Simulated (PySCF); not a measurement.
# MnH6O6 (-3): ligand-field states, spin distribution, part 2 of 2

PySCF 2.14.0. Atoms count from 0. Earlier steps stand in the parts before.

## 7. Spin distribution: unrestricted DFT, spin states

What the job is given:

```
{"job": {"kind": "spin", "xc": "PBE0"}, "charge": -3, "metal": "Mn", "open_shell": "d4"}
Mn     0.000000     0.000000     0.000000
O      0.148799     0.271069     2.298780
H      1.070203     0.178575     2.018607
O     -0.148799    -0.271069    -2.298780
H     -1.070203    -0.178575    -2.018607
O      1.959074     0.069834     0.126017
H      1.923770     1.036496     0.181111
O     -1.959074    -0.069834    -0.126017
H     -1.923770    -1.036496    -0.181111
O      0.069195     1.931806     0.227466
H      0.072496     1.709876     1.189118
O     -0.069195    -1.931806    -0.227466
H     -0.072496    -1.709876    -1.189118
```

With the program's defaults for keys left out, this is: unrestricted DFT energies of the spin multiplicities at one geometry, beside CASSCF and NEVPT2 of the metal shell.

The log of the run, cut to the lines that bear on the results:

```text
multiplicity 5
final grid: 112736 points
cycle   1  E = -1613.1517121688  dE = -4.372e-03  |g| = 4.732e-01  |ddm| = 7.324e-01
cycle   2  E = -1612.9142927630  dE =  2.374e-01  |g| = 1.010e+00  |ddm| = 1.051e+00
cycle   3  E = -1613.2197076607  dE = -3.054e-01  |g| = 4.030e-02  |ddm| = 8.061e-01
cycle   4  E = -1613.2202128175  dE = -5.052e-04  |g| = 2.812e-02  |ddm| = 7.955e-02
cycle   5  E = -1613.2205092917  dE = -2.965e-04  |g| = 8.288e-03  |ddm| = 3.026e-02
cycle   6  E = -1613.2205498953  dE = -4.060e-05  |g| = 3.924e-03  |ddm| = 1.121e-02
cycle   7  E = -1613.2205627517  dE = -1.286e-05  |g| = 1.608e-03  |ddm| = 6.485e-03
cycle   8  E = -1613.2205665693  dE = -3.818e-06  |g| = 2.700e-04  |ddm| = 4.551e-03
cycle   9  E = -1613.2205666397  dE = -7.039e-08  |g| = 1.993e-04  |ddm| = 7.573e-04
converged SCF energy = -1613.2205666397
multiplicity 3
final grid: 112736 points
cycle   1  E = -1613.0738517191  dE =  1.383e-02  |g| = 5.650e-01  |ddm| = 7.537e-01
cycle   2  E = -1610.6654282824  dE =  2.408e+00  |g| = 2.241e+00  |ddm| = 1.846e+01
cycle   3  E = -1613.1275777441  dE = -2.462e+00  |g| = 3.667e-01  |ddm| = 1.848e+01
cycle   4  E = -1613.1567759053  dE = -2.920e-02  |g| = 2.038e-01  |ddm| = 2.543e-01
cycle   5  E = -1613.1711211081  dE = -1.435e-02  |g| = 3.844e-02  |ddm| = 1.448e-01
cycle   6  E = -1613.1716310623  dE = -5.100e-04  |g| = 2.032e-02  |ddm| = 4.995e-02
cycle   7  E = -1613.1718144199  dE = -1.834e-04  |g| = 4.458e-03  |ddm| = 1.875e-02
cycle   8  E = -1613.1718836217  dE = -6.920e-05  |g| = 3.188e-03  |ddm| = 1.494e-02
cycle   9  E = -1613.1719268849  dE = -4.326e-05  |g| = 3.186e-03  |ddm| = 8.679e-03
cycle  10  E = -1613.1718812360  dE =  4.565e-05  |g| = 3.213e-03  |ddm| = 9.197e-03
[... 7 cycles left out ...]
cycle  18  E = -1613.1718662827  dE = -5.080e-05  |g| = 9.309e-04  |ddm| = 3.212e-02
cycle  19  E = -1613.1718913961  dE = -2.511e-05  |g| = 8.847e-04  |ddm| = 1.709e-02
cycle  20  E = -1613.1719164543  dE = -2.506e-05  |g| = 8.083e-04  |ddm| = 1.957e-02
cycle  21  E = -1613.1719405970  dE = -2.414e-05  |g| = 7.530e-04  |ddm| = 1.926e-02
cycle  22  E = -1613.1719704213  dE = -2.982e-05  |g| = 7.177e-04  |ddm| = 2.521e-02
cycle  23  E = -1613.1719756415  dE = -5.220e-06  |g| = 7.174e-04  |ddm| = 4.448e-03
cycle  24  E = -1613.1719819070  dE = -6.266e-06  |g| = 6.961e-04  |ddm| = 5.778e-03
cycle  25  E = -1613.1719921344  dE = -1.023e-05  |g| = 6.743e-04  |ddm| = 8.919e-03
cycle  26  E = -1613.1719941087  dE = -1.974e-06  |g| = 6.802e-04  |ddm| = 1.822e-03
cycle  27  E = -1613.1719936886  dE =  4.202e-07  |g| = 6.788e-04  |ddm| = 5.373e-04
converged SCF energy = -1613.1719936886
```

It took 54 s on 1 thread of Arm Neoverse V2, shared host; peak memory 0.88 GiB.

## 8. Ligand-field states: state-averaged CASSCF (basis x2c-TZVPall) in water

Settings changed since step 7:

```diff
@@ -1,2 +1,2 @@
-{"job": {"kind": "spin", "xc": "PBE0"}, "charge": -3, "metal": "Mn", "open_shell": "d4"}
+{"job": {"kind": "lf", "basis": "x2c-TZVPall", "nevpt": true, "solvent": "water"}, "charge": -3, "metal": "Mn", "open_shell": "d4"}
 Mn     0.000000     0.000000     0.000000
```

Method: state-averaged CASSCF of the metal d shell, SC-NEVPT2 on the averaged canonical orbitals, state-interaction spin-orbit coupling.

The log of the run:

```text
basis functions 270, electrons 82, active (4e, 5o)
stage 1: DIIS on the effective Fock matrix, level shift 0.30
cycle   1  E = -1602.2082975516  dE = -1.602e+03  max|g| = 3.448e+00
cycle   2  E = -1608.8347251089  dE = -6.626e+00  max|g| = 1.428e+00
cycle   3  E = -1610.4917635178  dE = -1.657e+00  max|g| = 5.317e-01
cycle   4  E = -1610.6206588294  dE = -1.289e-01  max|g| = 9.682e-02
cycle   5  E = -1610.6241551018  dE = -3.496e-03  max|g| = 8.182e-02
cycle   6  E = -1610.6261896510  dE = -2.035e-03  max|g| = 8.115e-02
cycle   7  E = -1610.6360022084  dE = -9.813e-03  max|g| = 2.740e-02
cycle   8  E = -1610.6327395516  dE =  3.263e-03  max|g| = 6.016e-02
cycle   9  E = -1610.6051416006  dE =  2.760e-02  max|g| = 1.646e-01
cycle  10  E = -1610.4618268212  dE =  1.433e-01  max|g| = 4.279e-01
cycle  11  E = -1609.8950640416  dE =  5.668e-01  max|g| = 9.699e-01
cycle  12  E = -1608.3277070605  dE =  1.567e+00  max|g| = 1.661e+00
cycle  13  E = -1606.4057667599  dE =  1.922e+00  max|g| = 2.495e+00
cycle  14  E = -1604.9870275372  dE =  1.419e+00  max|g| = 2.463e+00
cycle  15  E = -1604.1429486814  dE =  8.441e-01  max|g| = 2.150e+00
stage 2: quasi-Newton rotations from the point of smallest gradient
cycle  17  E = -1610.6372491839  dE = -1.247e-03  max|g| = 1.160e-02
cycle  18  E = -1610.6375284476  dE = -2.793e-04  max|g| = 3.705e-03
cycle  19  E = -1610.6375554703  dE = -2.702e-05  max|g| = 5.317e-04
cycle  20  E = -1610.6375568719  dE = -1.402e-06  max|g| = 1.365e-04
cycle  21  E = -1610.6375570756  dE = -2.038e-07  max|g| = 1.151e-04
cycle  22  E = -1610.6375571064  dE = -3.072e-08  max|g| = 2.920e-05
cycle  23  E = -1610.6375571090  dE = -2.688e-09  max|g| = 9.934e-06
converged average energy = -1610.6375571090

 mult deg   label        CASSCF/cm-1   NEVPT2/cm-1
   5   1   5Ag                 0.0           0.0
   3   1   3Ag             17852.4       13792.8
   3   1   3Ag             18523.3       15112.7
   5   1   5Ag             13184.4       15356.2
   3   1   3Ag             19879.8       16968.7
   3   1   3Ag             22688.0       21540.0
   5   1   5Ag             17704.0       22143.8
   3   1   3Ag             25510.0       23101.3
   3   1   3Ag             25954.3       24193.5
   5   1   5Ag             20079.6       24401.6
   1   1   1Ag             28918.6       24437.4
   3   1   3Ag             26637.6       24879.0
   3   1   3Ag             26879.9       25406.9
   1   1   1Ag             29408.0       25520.1
   5   1   5Ag             21209.6       26184.5
   1   1   1Ag             29906.7       26298.0
   3   1   3Ag             29236.2       26589.0
   1   1   1Ag             31492.9       26865.7
   1   1   1Ag             31184.1       28664.0
   3   1   3Ag             31795.4       30813.6
   1   1   1Ag             35386.5       31534.4
   3   1   3Ag             32425.6       31742.5
   1   1   1Ag             35817.1       32441.1
   3   1   3Ag             33107.2       32998.6
   1   1   1Ag             36221.4       33862.4
   3   1   3Ag             34589.1       34642.8
   1   1   1Ag             38447.8       35612.4
   3   1   3Ag             35565.5       36018.6
   3   1   3Ag             35936.4       36277.3
   1   1   1Ag             39034.0       36461.1
   3   1   3Ag             38331.3       39150.2
   3   1   3Ag             38723.1       39538.3
   3   1   3Ag             39659.1       39906.4
   1   1   1Ag             41794.7       40522.4
   3   1   3Ag             39094.5       40880.5
   3   1   3Ag             40964.1       41251.5
   3   1   3Ag             40063.3       41391.7
   1   1   1Ag             42399.8       41621.9
   1   1   1Ag             42771.2       42066.4
   1   1   1Ag             43189.9       42085.1
   1   1   1Ag             46535.1       44458.2
   3   1   3Ag             41973.5       44648.6
   3   1   3Ag             44831.8       46045.9
   3   1   3Ag             43085.5       46386.0
   1   1   1Ag             47614.7       46498.6
   3   1   3Ag             47713.6       46890.2
   3   1   3Ag             46739.5       47559.9
   3   1   3Ag             45849.9       47756.6
   3   1   3Ag             50344.8       48212.4
   3   1   3Ag             46262.3       48409.0
   1   1   1Ag             48480.3       49017.4
   3   1   3Ag             50125.4       49475.5
   3   1   3Ag             50598.7       50324.3
   1   1   1Ag             49606.1       50700.9
   3   1   3Ag             51123.8       51371.7
   1   1   1Ag             53926.6       51377.1
   3   1   3Ag             48843.1       51381.6
   1   1   1Ag             50213.5       52088.4
   1   1   1Ag             54490.8       53402.0
   1   1   1Ag             56709.5       54177.0

spin-orbit levels / cm-1
      0.00  x1  5Ag 1.00
      0.03  x1  5Ag 1.00
      9.51  x1  5Ag 1.00
      9.67  x1  5Ag 1.00
     12.78  x1  5Ag 1.00
  13757.88  x1  3Ag 0.97
  13779.18  x1  3Ag 0.98
  13781.46  x1  3Ag 0.98
  15013.98  x1  3Ag 0.73 5Ag 0.26
  15019.40  x1  3Ag 0.74 5Ag 0.25
  15050.31  x1  3Ag 0.80 5Ag 0.20
  15322.46  x1  5Ag 0.93 3Ag 0.03
  15329.19  x1  5Ag 0.96
  15410.65  x1  5Ag 0.72 3Ag 0.26
  15467.85  x1  5Ag 0.79 3Ag 0.20
  15476.20  x1  5Ag 0.76 3Ag 0.22
  17018.93  x1  3Ag 0.97
  17020.62  x1  3Ag 0.97
  17040.23  x1  3Ag 0.96 5Ag 0.04
  21530.83  x1  3Ag 0.99
  21533.95  x1  3Ag 0.99
  21546.69  x1  3Ag 0.99
  22121.90  x1  5Ag 0.98
  22124.47  x1  5Ag 0.98
  22129.91  x1  5Ag 0.98
  22141.51  x1  5Ag 0.99
  22141.95  x1  5Ag 0.99
  22999.61  x1  3Ag 0.90 3Ag 0.04
  23023.85  x1  3Ag 0.92 3Ag 0.04 5Ag 0.03
  23048.45  x1  3Ag 0.95
```

Run time: 34 s. Hardware: 1 thread of Arm Neoverse V2, shared host; peak memory 1.2 GiB.

Key values:

```csv
quantity,value
spin-orbit constant ζ,336 cm⁻¹
```

Powder susceptibility:

```csv
T (K),χT (cm³ K/mol),μ(eff)
2,2.242,4.23
20,2.928,4.84
100,2.971,4.87
300,2.979,4.88
```

## 9. Ligand-field states: state-averaged CASSCF (avg hs) in water

Settings changed since step 8:

```diff
@@ -1,2 +1,2 @@
-{"job": {"kind": "lf", "basis": "x2c-TZVPall", "nevpt": true, "solvent": "water"}, "charge": -3, "metal": "Mn", "open_shell": "d4"}
+{"job": {"kind": "lf", "basis": {"metal": "x2c-TZVPall", "ligand": "x2c-SVPall"}, "nevpt": true, "solvent": "water", "avg": "hs"}, "charge": -3, "metal": "Mn", "open_shell": "d4"}
 Mn     0.000000     0.000000     0.000000
```

Level: state-averaged CASSCF of the metal d shell, SC-NEVPT2 on the averaged canonical orbitals, state-interaction spin-orbit coupling.

The log of the run:

```text
basis functions 162, electrons 82, active (4e, 5o)
stage 1: DIIS on the effective Fock matrix, level shift 0.30
cycle   1  E = -1602.4278629209  dE = -1.602e+03  max|g| = 3.549e+00
cycle   2  E = -1608.4946333169  dE = -6.067e+00  max|g| = 1.433e+00
cycle   3  E = -1610.0825078399  dE = -1.588e+00  max|g| = 5.864e-01
cycle   4  E = -1610.1852055975  dE = -1.027e-01  max|g| = 1.332e-01
cycle   5  E = -1610.1141083002  dE =  7.110e-02  max|g| = 2.506e-01
cycle   6  E = -1609.7894443083  dE =  3.247e-01  max|g| = 5.743e-01
cycle   7  E = -1608.2932113801  dE =  1.496e+00  max|g| = 1.303e+00
cycle   8  E = -1606.4305682203  dE =  1.863e+00  max|g| = 1.643e+00
cycle   9  E = -1605.1962258071  dE =  1.234e+00  max|g| = 2.425e+00
cycle  10  E = -1604.4070970324  dE =  7.891e-01  max|g| = 2.219e+00
cycle  11  E = -1604.0257178747  dE =  3.814e-01  max|g| = 2.416e+00
cycle  12  E = -1603.8712792739  dE =  1.544e-01  max|g| = 2.462e+00
cycle  13  E = -1603.8178449017  dE =  5.343e-02  max|g| = 2.307e+00
cycle  14  E = -1603.8741235486  dE = -5.628e-02  max|g| = 2.463e+00
cycle  15  E = -1603.7348917828  dE =  1.392e-01  max|g| = 2.601e+00
stage 2: quasi-Newton rotations from the point of smallest gradient
cycle  17  E = -1610.1991649776  dE = -1.396e-02  max|g| = 6.274e-02
cycle  18  E = -1610.2025261212  dE = -3.361e-03  max|g| = 9.267e-03
cycle  19  E = -1610.2026815285  dE = -1.554e-04  max|g| = 3.580e-03
cycle  20  E = -1610.2027030599  dE = -2.153e-05  max|g| = 9.838e-04
cycle  21  E = -1610.2027050376  dE = -1.978e-06  max|g| = 1.605e-04
cycle  22  E = -1610.2027051815  dE = -1.440e-07  max|g| = 6.035e-05
cycle  23  E = -1610.2027051985  dE = -1.692e-08  max|g| = 3.383e-05
cycle  24  E = -1610.2027052013  dE = -2.858e-09  max|g| = 6.247e-06
converged average energy = -1610.2027052013

 mult deg   label        CASSCF/cm-1   NEVPT2/cm-1
   5   1   5Ag                 0.0           0.0
   3   1   3Ag             18362.3       14318.3
   5   1   5Ag             12781.8       14803.3
   3   1   3Ag             19085.7       15531.4
   3   1   3Ag             20268.1       17192.6
   5   1   5Ag             17674.2       21625.0
   3   1   3Ag             23477.4       21969.5
   3   1   3Ag             26181.9       23490.6
   5   1   5Ag             19835.4       23756.9
   3   1   3Ag             26642.8       24495.2
   1   1   1Ag             29814.8       25096.5
   3   1   3Ag             27378.6       25247.5
   5   1   5Ag             20891.3       25350.5
   3   1   3Ag             27538.5       25629.3
   1   1   1Ag             30326.2       26133.0
   1   1   1Ag             30849.2       26941.0
   3   1   3Ag             30223.9       27021.0
   1   1   1Ag             32226.0       27318.7
   1   1   1Ag             32075.4       29080.5
   3   1   3Ag             32544.0       31140.4
   3   1   3Ag             33107.5       31971.1
   1   1   1Ag             36895.0       32496.5
   1   1   1Ag             36475.4       32566.3
   3   1   3Ag             33926.6       33303.8
   1   1   1Ag             37238.9       34215.7
   3   1   3Ag             35498.9       34856.2
   3   1   3Ag             36456.7       36037.5
   1   1   1Ag             39429.6       36245.9
   3   1   3Ag             36598.7       36340.0
   1   1   1Ag             40170.5       36988.9
   3   1   3Ag             39383.3       39241.3
   3   1   3Ag             39163.2       39261.2
   3   1   3Ag             40439.9       40046.7
   1   1   1Ag             42949.2       41024.0
   3   1   3Ag             39850.1       41137.0
   3   1   3Ag             41740.7       41160.7
   3   1   3Ag             40909.9       41521.6
   1   1   1Ag             43515.6       42025.1
   1   1   1Ag             44340.4       42288.6
   1   1   1Ag             43967.7       42460.6
   3   1   3Ag             42725.6       44512.8
   1   1   1Ag             47777.2       44988.5
   3   1   3Ag             43787.6       46080.8
   3   1   3Ag             45890.6       46320.9
   1   1   1Ag             48805.3       46664.7
   3   1   3Ag             48732.5       46908.3
   3   1   3Ag             46801.6       47741.4
   3   1   3Ag             47938.8       47780.9
   3   1   3Ag             51328.8       48276.4
   3   1   3Ag             47207.5       48378.9
   3   1   3Ag             51115.9       49460.7
   1   1   1Ag             49689.2       49480.9
   3   1   3Ag             51556.1       50160.4
   3   1   3Ag             52011.8       51059.4
   1   1   1Ag             50861.9       51121.0
   3   1   3Ag             49643.1       51305.2
   1   1   1Ag             55549.5       51984.2
   1   1   1Ag             51489.8       52402.8
   1   1   1Ag             55736.6       53601.4
   3   1   3Ag             53584.9       54302.5

spin-orbit levels / cm-1
      0.00  x1  5Ag 1.00
      0.03  x1  5Ag 1.00
     10.04  x1  5Ag 1.00
     10.28  x1  5Ag 1.00
     13.54  x1  5Ag 1.00
  14231.40  x1  3Ag 0.87 5Ag 0.11
  14258.29  x1  3Ag 0.88 5Ag 0.12
  14271.45  x1  3Ag 0.91 5Ag 0.08
  14730.85  x1  5Ag 0.94 3Ag 0.05
  14734.45  x1  5Ag 0.93 3Ag 0.04
  14820.63  x1  5Ag 0.86 3Ag 0.07 3Ag 0.06
  14836.49  x1  5Ag 0.87 3Ag 0.12
  14854.85  x1  5Ag 0.86 3Ag 0.10
  15577.29  x1  3Ag 0.95 5Ag 0.05
  15596.51  x1  3Ag 0.93 5Ag 0.05
  15604.70  x1  3Ag 0.92 5Ag 0.06
  17231.61  x1  3Ag 0.98
  17232.92  x1  3Ag 0.98
  17249.16  x1  3Ag 0.98
  21592.34  x1  5Ag 0.97
  21596.58  x1  5Ag 0.97
  21601.48  x1  5Ag 0.97
  21623.04  x1  5Ag 0.99
  21623.31  x1  5Ag 0.99
  21971.59  x1  3Ag 0.97
  21973.90  x1  3Ag 0.97
  21989.60  x1  3Ag 0.97
  23266.48  x1  3Ag 0.66 5Ag 0.23 3Ag 0.07
  23287.56  x1  3Ag 0.67 5Ag 0.26 3Ag 0.05
  23348.39  x1  3Ag 0.76 5Ag 0.21
```

It took 13 s on 1 thread of Arm Neoverse V2, shared host; peak memory 0.71 GiB.

In short:

| quantity | value |
| --- | --- |
| spin-orbit constant ζ | 348 cm⁻¹ |

Powder susceptibility:

| T (K) | χT (cm³ K/mol) | μ(eff) |
| --- | --- | --- |
| 2 | 2.221 | 4.21 |
| 20 | 2.919 | 4.83 |
| 100 | 2.967 | 4.87 |
| 300 | 2.976 | 4.88 |

## 10. Ligand field across the series

From the NEVPT2 states (cm⁻¹; the spread is that of the fitted one-electron ligand-field levels):

| step | setting | ground state | next state | orbital spread | Racah B | ζ | μ(eff), 300 K |
| --- | --- | --- | --- | --- | --- | --- | --- |
| 3 | as given | 5Ag | 3Ag at 13349 | 23361 | 1016 | 336 | 4.88 |
| 8 | basis x2c-TZVPall | 5Ag | 3Ag at 13793 | 23039 | 1004 | 336 | 4.88 |
| 9 | avg hs | 5Ag | 3Ag at 14318 | 22377 | 1020 | 348 | 4.88 |

## 11. Outcome

What follows sums up all 2 parts.

```
                                                                 quantity                 value
                                                              point group                    Ci
                                     rotational constants (main isotopes)  2.18, 1.57, 1.50 GHz
           spin-orbit constant ζ (step 3, state-averaged CASSCF in water)              336 cm⁻¹
ground multiplicity, μ(eff) at 300 K (step 3, 6 donors at 1.95 to 2.32 Å)            5, 4.88 μB
ground multiplicity, μ(eff) at 300 K (step 8, 6 donors at 1.95 to 2.32 Å)            5, 4.88 μB
ground multiplicity, μ(eff) at 300 K (step 9, 6 donors at 1.95 to 2.32 Å)            5, 4.88 μB
```

In words: Over 13 steps the energy fell by 1.698 eV; of the close pairs, Mn0–H12 changed most, 2.576 to 2.085 Å. The next job takes another geometry, as its input shows. In step 3, χT goes from 2.24 at 2 K to 2.98 cm³ K/mol at 300 K, as higher levels fill or mix in.
